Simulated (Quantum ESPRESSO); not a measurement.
The system is RuAu.

```
Ru Au
1.0
     3.16481    0.00000    0.00000
     0.00000    3.16481    0.00000
     0.00000    0.00000    3.16481
Ru Au
1 1
Direct
  0.00000 0.00000 0.00000
  0.50000 0.50000 0.50000
```

The cell was built by a generator and needn't be a form met in nature.

```yaml
Program: Quantum ESPRESSO 7.5
Task: phonons
Functional: PBE
Potentials_or_basis: GBRV 1.5 PBE
Cutoff: 612 eV
Density_cutoff: 4898 eV
k_mesh: 7 × 7 × 7
Occupations: cold, width 0.2 eV
Spin: no spin polarisation
Mixing_beta: 0.5
Most_SCF_iterations: 120
SCF_threshold: 4e-10 Ry
```

Which optical modes does the crystal have at the zone centre, and which show in infrared and Raman spectra?

The optical modes are T1u. Infrared active: T1u. None is Raman active.

Optical modes at Γ, degenerate ones joined:
| cm⁻¹ | components | symmetry | active in |
| --- | --- | --- | --- |
| 183 | 3 | T1u | IR |

Caveat: the mesh is thin for the phonons of a metal.
